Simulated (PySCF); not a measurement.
# From one method to the next for MoS3

What do other methods print for MoS3?

Program: PySCF 2.14.0. Level of theory: method and basis as typed in the scripts. These are calculated values, not measurements.

4 further runs of the same task are left out: 4 that didn't finish.

## 1. Where the work starts

MoS3: 4 atoms, charge 0, spin multiplicity 1.

Bond lengths: Mo1–S2 2.111 Å, Mo1–S3 2.111 Å, Mo1–S4 2.111 Å. Angles: S2–Mo1–S3 108.2°, S2–Mo1–S4 108.2°, S3–Mo1–S4 108.2°.

## 2. The base run

File input.py:

```python
from pyscf import gto, dft

mol = gto.M(
    atom='Mo 0 0 0.3687; S 1.9752 0 -0.3772; S -0.9876 1.7106 -0.3772; S -0.9876 -1.7106 -0.3772',
    basis='lanl2dz',
    ecp={'Mo': 'lanl2dz', 'S': 'lanl2dz'},
    charge=0,
    spin=0,
    verbose=4,
)
mf = dft.RKS(mol, xc='tpssh')
mf.kernel()
mf.dip_moment()
print('orbital energies (hartree):', mf.mo_energy[..., max(0, mol.nelec[1]-3):mol.nelec[0]+3].round(4))
```

On the command line:

```sh
> OMP_NUM_THREADS=1 python input.py
```

The program printed (excerpt; [...] marks lines left out):

```text
[lines on the frontier levels of each cycle are left out]
PySCF version 2.14.0

[INPUT] verbose = 4
[INPUT] num. atoms = 4
[INPUT] num. electrons = 32
[INPUT] charge = 0
[INPUT] spin (= nelec alpha-beta = 2S) = 0
[INPUT] symmetry False subgroup None
[INPUT] Mole.unit = angstrom
[INPUT] Symbol           X                Y                Z      unit          X                Y                Z       unit  Magmom
[INPUT]  1 Mo     0.000000000000   0.000000000000   0.368700000000 AA    0.000000000000   0.000000000000   0.696742022127 Bohr   0.0
[INPUT]  2 S      1.975200000000   0.000000000000  -0.377200000000 AA    3.732587041241   0.000000000000  -0.712804694186 Bohr   0.0
[INPUT]  3 S     -0.987600000000   1.710600000000  -0.377200000000 AA   -1.866293520620   3.232565508681  -0.712804694186 Bohr   0.0
[INPUT]  4 S     -0.987600000000  -1.710600000000  -0.377200000000 AA   -1.866293520620  -3.232565508681  -0.712804694186 Bohr   0.0

nuclear repulsion = 79.8647190539266
number of shells = 19
number of NR pGTOs = 79
number of NR cGTOs = 46
basis = lanl2dz
ecp = {'Mo': 'lanl2dz', 'S': 'lanl2dz'}

******** <class 'pyscf.dft.rks.RKS'> ********
method = RKS
initial guess = minao
damping factor = 0
level_shift factor = 0
DIIS = <class 'pyscf.scf.diis.CDIIS'>
diis_start_cycle = 1
diis_space = 8
diis_damp = 0
SCF conv_tol = 1e-09
SCF conv_tol_grad = None
SCF max_cycles = 50
direct_scf = True
direct_scf_tol = 1e-13
XC library pyscf.dft.libxc version 7.0.0
    S. Lehtola, C. Steigemann, M. J.T. Oliveira, and M. A.L. Marques.,  SoftwareX 7, 1–5 (2018)
XC functionals = tpssh
    V. N. Staroverov, G. E. Scuseria, J. Tao, and J. P. Perdew.,  J. Chem. Phys. 119, 12129 (2003)
radial grids:
    Treutler-Ahlrichs [JCP 102, 346 (1995); DOI:10.1063/1.469408] (M4) radial grids

becke partition: Becke, JCP 88, 2547 (1988); DOI:10.1063/1.454033
pruning grids: <function nwchem_prune>
grids dens level: 3
symmetrized grids: False
atomic radii adjust function: <function treutler_atomic_radii_adjust>
small_rho_cutoff = 0
Set gradient conv threshold to 3.16228e-05
Initial guess from minao.
tot grids = 79080
init E= -92.5648519597733
cycle= 1 E= -95.0865536645436  delta_E= -2.52  |g|= 2.33  |ddm|= 6.31
cycle= 2 E= -87.9646722041105  delta_E= 7.12  |g|= 3.76  |ddm|= 6.91
cycle= 3 E= -96.6581907552709  delta_E= -8.69  |g|= 1.85  |ddm|= 5.98
cycle= 4 E= -97.8687893732451  delta_E= -1.21  |g|= 0.179  |ddm|= 1.58
cycle= 5 E= -97.8691345273251  delta_E= -0.000345  |g|= 0.178  |ddm|= 0.139
cycle= 6 E= -97.8660069010721  delta_E= 0.00313  |g|= 0.207  |ddm|= 0.0224
cycle= 7 E= -97.8758816232172  delta_E= -0.00987  |g|= 0.084  |ddm|= 0.0864
cycle= 8 E= -97.8772790979828  delta_E= -0.0014  |g|= 0.0382  |ddm|= 0.0656
cycle= 9 E= -97.8778233200983  delta_E= -0.000544  |g|= 0.00385  |ddm|= 0.0418
cycle= 10 E= -97.8778279588371  delta_E= -4.64e-06  |g|= 0.00033  |ddm|= 0.0048
cycle= 11 E= -97.8778279987386  delta_E= -3.99e-08  |g|= 0.000136  |ddm|= 0.00067
cycle= 12 E= -97.877828003867  delta_E= -5.13e-09  |g|= 2.61e-06  |ddm|= 0.000106
cycle= 13 E= -97.8778280038709  delta_E= -3.89e-12  |g|= 8.92e-07  |ddm|= 7.47e-06
Extra cycle  E= -97.8778280038642  delta_E= 6.71e-12  |g|= 5.22e-06  |ddm|= 4.27e-06
converged SCF energy = -97.8778280038642
Dipole moment(X, Y, Z, Debye):  0.00016, -0.00000,  3.57642
orbital energies (hartree): [-0.2762 -0.2762 -0.2442 -0.1891 -0.1497 -0.1497]
```

Run time: 9.4 s. Hardware: 1 thread of Arm Neoverse N1, shared host.

It gives: E(SCF) = -97.877828 Eh, 13 cycles, μ = 3.58 D.

## 3. Pbesol

Edit 1 changes functional: tpssh → pbesol.

Edit input.py of step 2 so:

```diff
@@ -10,3 +10,3 @@
 )
-mf = dft.RKS(mol, xc='tpssh')
+mf = dft.RKS(mol, xc='pbesol')
 mf.kernel()
```

On the command line:

```sh
> OMP_NUM_THREADS=1 python input.py
```

The program printed:

```text
PySCF version 2.14.0

[INPUT] verbose = 4
[INPUT] num. atoms = 4
[INPUT] num. electrons = 32
[INPUT] charge = 0
[INPUT] spin (= nelec alpha-beta = 2S) = 0
[INPUT] symmetry False subgroup None
[INPUT] Mole.unit = angstrom
[INPUT] Symbol           X                Y                Z      unit          X                Y                Z       unit  Magmom
[INPUT]  1 Mo     0.000000000000   0.000000000000   0.368700000000 AA    0.000000000000   0.000000000000   0.696742022127 Bohr   0.0
[INPUT]  2 S      1.975200000000   0.000000000000  -0.377200000000 AA    3.732587041241   0.000000000000  -0.712804694186 Bohr   0.0
[INPUT]  3 S     -0.987600000000   1.710600000000  -0.377200000000 AA   -1.866293520620   3.232565508681  -0.712804694186 Bohr   0.0
[INPUT]  4 S     -0.987600000000  -1.710600000000  -0.377200000000 AA   -1.866293520620  -3.232565508681  -0.712804694186 Bohr   0.0

nuclear repulsion = 79.8647190539266
number of shells = 19
number of NR pGTOs = 79
number of NR cGTOs = 46
basis = lanl2dz
ecp = {'Mo': 'lanl2dz', 'S': 'lanl2dz'}

******** <class 'pyscf.dft.rks.RKS'> ********
method = RKS
initial guess = minao
damping factor = 0
level_shift factor = 0
DIIS = <class 'pyscf.scf.diis.CDIIS'>
diis_start_cycle = 1
diis_space = 8
diis_damp = 0
SCF conv_tol = 1e-09
SCF conv_tol_grad = None
SCF max_cycles = 50
direct_scf = True
direct_scf_tol = 1e-13
XC library pyscf.dft.libxc version 7.0.0
    S. Lehtola, C. Steigemann, M. J.T. Oliveira, and M. A.L. Marques.,  SoftwareX 7, 1–5 (2018)
XC functionals = pbesol
    J. P. Perdew, A. Ruzsinszky, G. I. Csonka, O. A. Vydrov, G. E. Scuseria, L. A. Constantin, X. Zhou, and K. Burke.,  Phys. Rev. Lett. 100, 136406 (2008)
    J. P. Perdew, A. Ruzsinszky, G. I. Csonka, O. A. Vydrov, G. E. Scuseria, L. A. Constantin, X. Zhou, and K. Burke.,  Phys. Rev. Lett. 100, 136406 (2008)
radial grids:
    Treutler-Ahlrichs [JCP 102, 346 (1995); DOI:10.1063/1.469408] (M4) radial grids

becke partition: Becke, JCP 88, 2547 (1988); DOI:10.1063/1.454033
pruning grids: <function nwchem_prune>
grids dens level: 3
symmetrized grids: False
atomic radii adjust function: <function treutler_atomic_radii_adjust>
small_rho_cutoff = 0
Set gradient conv threshold to 3.16228e-05
Initial guess from minao.
tot grids = 79080
init E= -92.5045191875413
  HOMO = 0.053121157880889  LUMO = 0.079085032515074  gap/eV = 0.70651
cycle= 1 E= -94.6110077858935  delta_E= -2.11  |g|= 2.49  |ddm|= 6.54
  HOMO = -0.622211042788233  LUMO = -0.587201449687485  gap/eV = 0.95266
cycle= 2 E= -87.7337234719299  delta_E= 6.88  |g|= 3.71  |ddm|= 7.33
  HOMO = -0.461739780401022  LUMO = -0.242554400661674  gap/eV = 5.96434
cycle= 3 E= -95.6437980690571  delta_E= -7.91  |g|= 2.26  |ddm|=  6.3
  HOMO = -0.272111534890239  LUMO = -0.246870452888797  gap/eV = 0.68684
cycle= 4 E= -97.718742194174  delta_E= -2.07  |g|= 0.406  |ddm|= 2.39
  HOMO = -0.225762188227924  LUMO = -0.218688844852991  gap/eV = 0.19248
cycle= 5 E= -97.6647585506519  delta_E= 0.054  |g|= 0.623  |ddm|= 0.308
  HOMO = -0.225291861594428  LUMO = -0.214825330941012  gap/eV = 0.28481
cycle= 6 E= -97.7038016232783  delta_E= -0.039  |g|= 0.486  |ddm|= 0.0893
  HOMO = -0.224986309171327  LUMO = -0.201208850990371  gap/eV = 0.64702
cycle= 7 E= -97.7627150501582  delta_E= -0.0589  |g|= 0.0907  |ddm|= 0.336
  HOMO = -0.225076682557132  LUMO = -0.2009545589541  gap/eV = 0.65640
cycle= 8 E= -97.7651865300312  delta_E= -0.00247  |g|= 0.0473  |ddm|= 0.163
  HOMO = -0.225041310654865  LUMO = -0.200585792184266  gap/eV = 0.66547
cycle= 9 E= -97.7660836649618  delta_E= -0.000897  |g|= 0.00832  |ddm|= 0.0617
  HOMO = -0.2250515653357  LUMO = -0.200399888193329  gap/eV = 0.67081
cycle= 10 E= -97.7661013944228  delta_E= -1.77e-05  |g|= 0.00256  |ddm|= 0.00714
  HOMO = -0.225049423988442  LUMO = -0.200337092126431  gap/eV = 0.67246
cycle= 11 E= -97.7661031805569  delta_E= -1.79e-06  |g|= 0.000112  |ddm|= 0.00172
  HOMO = -0.225047196463069  LUMO = -0.200327599924843  gap/eV = 0.67265
cycle= 12 E= -97.7661031838662  delta_E= -3.31e-09  |g|= 5.4e-05  |ddm|= 0.00016
  HOMO = -0.225047037875433  LUMO = -0.200329033101948  gap/eV = 0.67261
cycle= 13 E= -97.7661031846696  delta_E= -8.03e-10  |g|= 9.87e-07  |ddm|= 3.76e-05
  HOMO = -0.225047115462959  LUMO = -0.20032934907863  gap/eV = 0.67260
Extra cycle  E= -97.7661031846579  delta_E= 1.18e-11  |g|= 6.66e-06  |ddm|= 5.2e-06
converged SCF energy = -97.7661031846579
Dipole moment(X, Y, Z, Debye):  0.00010,  0.00000,  3.32106
orbital energies (hartree): [-0.2575 -0.2575 -0.225  -0.2003 -0.158  -0.158 ]
```

Run time: 5.6 s. Hardware: 1 thread of Arm Neoverse N1, shared host.

Outcome: E(SCF) = -97.766103 Eh, 13 cycles, μ = 3.32 D.

## 4. Revpbe

Edit 2 changes functional: tpssh → revpbe.

Edit input.py of step 2 so:

```diff
@@ -10,3 +10,3 @@
 )
-mf = dft.RKS(mol, xc='tpssh')
+mf = dft.RKS(mol, xc='revpbe')
 mf.kernel()
```

On the command line:

```sh
> OMP_NUM_THREADS=1 python input.py
```

The program printed:

```text
PySCF version 2.14.0

[INPUT] verbose = 4
[INPUT] num. atoms = 4
[INPUT] num. electrons = 32
[INPUT] charge = 0
[INPUT] spin (= nelec alpha-beta = 2S) = 0
[INPUT] symmetry False subgroup None
[INPUT] Mole.unit = angstrom
[INPUT] Symbol           X                Y                Z      unit          X                Y                Z       unit  Magmom
[INPUT]  1 Mo     0.000000000000   0.000000000000   0.368700000000 AA    0.000000000000   0.000000000000   0.696742022127 Bohr   0.0
[INPUT]  2 S      1.975200000000   0.000000000000  -0.377200000000 AA    3.732587041241   0.000000000000  -0.712804694186 Bohr   0.0
[INPUT]  3 S     -0.987600000000   1.710600000000  -0.377200000000 AA   -1.866293520620   3.232565508681  -0.712804694186 Bohr   0.0
[INPUT]  4 S     -0.987600000000  -1.710600000000  -0.377200000000 AA   -1.866293520620  -3.232565508681  -0.712804694186 Bohr   0.0

nuclear repulsion = 79.8647190539266
number of shells = 19
number of NR pGTOs = 79
number of NR cGTOs = 46
basis = lanl2dz
ecp = {'Mo': 'lanl2dz', 'S': 'lanl2dz'}

******** <class 'pyscf.dft.rks.RKS'> ********
method = RKS
initial guess = minao
damping factor = 0
level_shift factor = 0
DIIS = <class 'pyscf.scf.diis.CDIIS'>
diis_start_cycle = 1
diis_space = 8
diis_damp = 0
SCF conv_tol = 1e-09
SCF conv_tol_grad = None
SCF max_cycles = 50
direct_scf = True
direct_scf_tol = 1e-13
XC library pyscf.dft.libxc version 7.0.0
    S. Lehtola, C. Steigemann, M. J.T. Oliveira, and M. A.L. Marques.,  SoftwareX 7, 1–5 (2018)
XC functionals = revpbe
    Y. Zhang and W. Yang.,  Phys. Rev. Lett. 80, 890 (1998)
    J. P. Perdew, K. Burke, and M. Ernzerhof.,  Phys. Rev. Lett. 77, 3865 (1996)
    J. P. Perdew, K. Burke, and M. Ernzerhof.,  Phys. Rev. Lett. 78, 1396 (1997)
radial grids:
    Treutler-Ahlrichs [JCP 102, 346 (1995); DOI:10.1063/1.469408] (M4) radial grids

becke partition: Becke, JCP 88, 2547 (1988); DOI:10.1063/1.454033
pruning grids: <function nwchem_prune>
grids dens level: 3
symmetrized grids: False
atomic radii adjust function: <function treutler_atomic_radii_adjust>
small_rho_cutoff = 0
Set gradient conv threshold to 3.16228e-05
Initial guess from minao.
tot grids = 79080
init E= -92.8622333614807
  HOMO = 0.0482483293600494  LUMO = 0.0767470831746293  gap/eV = 0.77549
cycle= 1 E= -94.8206844889756  delta_E= -1.96  |g|= 2.48  |ddm|= 6.52
  HOMO = -0.6187380324896  LUMO = -0.584406862805137  gap/eV = 0.93420
cycle= 2 E= -87.9393613763692  delta_E= 6.88  |g|=  3.7  |ddm|= 7.32
  HOMO = -0.462004721822193  LUMO = -0.241766389686399  gap/eV = 5.99299
cycle= 3 E= -95.9100296379345  delta_E= -7.97  |g|= 2.24  |ddm|= 6.32
  HOMO = -0.271918558990398  LUMO = -0.247629891139796  gap/eV = 0.66093
cycle= 4 E= -97.9574131758237  delta_E= -2.05  |g|= 0.454  |ddm|=  2.4
  HOMO = -0.22478192454911  LUMO = -0.218953437495198  gap/eV = 0.15860
cycle= 5 E= -97.8815410341468  delta_E= 0.0759  |g|= 0.717  |ddm|= 0.312
  HOMO = -0.223656985124125  LUMO = -0.209094795394092  gap/eV = 0.39626
cycle= 6 E= -97.9800853527775  delta_E= -0.0985  |g|= 0.363  |ddm|= 0.231
  HOMO = -0.223677486203374  LUMO = -0.198219952141844  gap/eV = 0.69273
cycle= 7 E= -98.0091931217079  delta_E= -0.0291  |g|= 0.121  |ddm|= 0.301
  HOMO = -0.22399075099861  LUMO = -0.198137389335759  gap/eV = 0.70351
cycle= 8 E= -98.0149329969191  delta_E= -0.00574  |g|= 0.031  |ddm|= 0.186
  HOMO = -0.223942461705008  LUMO = -0.198048552028388  gap/eV = 0.70461
cycle= 9 E= -98.0153388477476  delta_E= -0.000406  |g|= 0.0054  |ddm|= 0.0449
  HOMO = -0.223955461596827  LUMO = -0.197959777174067  gap/eV = 0.70738
cycle= 10 E= -98.0153457096568  delta_E= -6.86e-06  |g|= 0.00242  |ddm|= 0.00544
  HOMO = -0.223942614073844  LUMO = -0.197890880021649  gap/eV = 0.70890
cycle= 11 E= -98.0153472988456  delta_E= -1.59e-06  |g|= 0.000115  |ddm|= 0.00158
  HOMO = -0.223942297656277  LUMO = -0.197882959277944  gap/eV = 0.70911
cycle= 12 E= -98.0153473023684  delta_E= -3.52e-09  |g|= 4.96e-05  |ddm|= 0.000149
  HOMO = -0.223942588082449  LUMO = -0.197884525139267  gap/eV = 0.70908
cycle= 13 E= -98.0153473030431  delta_E= -6.75e-10  |g|= 2.37e-06  |ddm|= 3.36e-05
  HOMO = -0.223942495221785  LUMO = -0.197885059656072  gap/eV = 0.70906
Extra cycle  E= -98.0153473029662  delta_E= 7.69e-11  |g|= 1.71e-05  |ddm|= 1.3e-05
converged SCF energy = -98.0153473029662
Dipole moment(X, Y, Z, Debye):  0.00009,  0.00000,  3.44438
orbital energies (hartree): [-0.2553 -0.2553 -0.2239 -0.1979 -0.1564 -0.1564]
```

Wall time 5.6 s (1 thread of Arm Neoverse N1, shared host).

Outcome: E(SCF) = -98.015347 Eh, 13 cycles, μ = 3.44 D.

## 5. Comparison

| run | E(SCF) (hartree) | from base (eV) | cycles | gap (eV) | SCF dipole (D) |
| --- | --- | --- | --- | --- | --- |
| base | -97.877828 | 0 | 13 | 1.50 | 3.58 |
| pbesol | -97.766103 | not comparable | 13 | 0.67 | 3.32 |
| revpbe | -98.015347 | not comparable | 13 | 0.71 | 3.44 |

Wall time on 1 thread of Arm Neoverse N1, shared host, start-up included: base 9.4 s; pbesol 5.6 s; revpbe 5.6 s.

**Reading.** The gap between the frontier levels is 0.7 eV with pbesol (0 % exact exchange) and 1.5 eV with tpssh (10 %). Total energies of different functionals can't be compared with each other; differences within one functional can.
